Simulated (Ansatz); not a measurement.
# Na3C2: the cost of one run

Program: Ansatz 0.2.0. Level of theory: DFT PBE, scalar-relativistic, plane waves, PAW. These are calculated values, not measurements.

1 further run of the same task is left out (set aside as unsound or not needed).

## 1. The starting structure

The structure is trigonal, space group R-3c (No. 167). The conventional cell has a = 5.845 Å, b = 5.845 Å, c = 15.957 Å, α = 90.00°, β = 90.00°, γ = 120.00°. Na (site symmetry 2) has 4 C at 2.28 to 2.42 Å as nearest neighbours. Around C (site symmetry 3) lie 6 Na at 2.28 to 2.42 Å.

As a file:

```
Na C
1.0
     2.92233    1.68721    5.31907
    -2.92233    1.68721    5.31907
     0.00000   -3.37441    5.31907
Na C
6 4
Direct
  0.05625 0.44375 0.75000
  0.75000 0.05625 0.44375
  0.44375 0.75000 0.05625
  0.94375 0.55625 0.25000
  0.25000 0.94375 0.55625
  0.55625 0.25000 0.94375
  0.85218 0.85218 0.85218
  0.64782 0.64782 0.64782
  0.14782 0.14782 0.14782
  0.35218 0.35218 0.35218
```

(A quick probe on a coarse mesh, which set the mesh and smearing, is not shown.)

## 3. Rough relaxation on the coarse mesh

input.yaml reads:

```yaml
crystal:
  lattice:
    - [2.9223270274, 1.6872062959, 5.3190740375]
    - [-2.9223270274, 1.6872062959, 5.3190740375]
    - [0.0, -3.3744125919, 5.3190740375]
  atoms:
    - { symbol: Na, position: [0.05625, 0.44375, 0.75] }
    - { symbol: Na, position: [0.75, 0.05625, 0.44375] }
    - { symbol: Na, position: [0.44375, 0.75, 0.05625] }
    - { symbol: Na, position: [0.94375, 0.55625, 0.25] }
    - { symbol: Na, position: [0.25, 0.94375, 0.55625] }
    - { symbol: Na, position: [0.55625, 0.25, 0.94375] }
    - { symbol: C, position: [0.85218, 0.85218, 0.85218], spin: 1.41 }
    - { symbol: C, position: [0.64782, 0.64782, 0.64782], spin: 1.41 }
    - { symbol: C, position: [0.14782, 0.14782, 0.14782], spin: 1.41 }
    - { symbol: C, position: [0.35218, 0.35218, 0.35218], spin: 1.41 }
basis:
  ecutwfc: 420
kpoints:
  mp_grid: { grid: [6, 6, 6] }
hamiltonian:
  xc: pbe
scf:
  occupations: { method: gaussian, width: 0.1 }
  lower_state_search: "off"
output:
  forces: true
  stress: true
  eigenvalues: true
  populations: true
magnetization:
  spin_polarized: true
relax:
  adjacent_minimum: "off"
  f_tol: 0.04
  max_steps: 70
  cell: { stress_tol: 0.4 }
```

Started as:

```bash
$ ansatz run input.yaml --threads 1 --pin off --max-ram 2560MiB --backend cpu --events-out ev --progress --plain --runs-dir out
```

Q: Estimate wall time and peak memory on 1 thread of Arm Neoverse V1, shared host.

About 5.4 min, with a peak of 0.77 GiB.
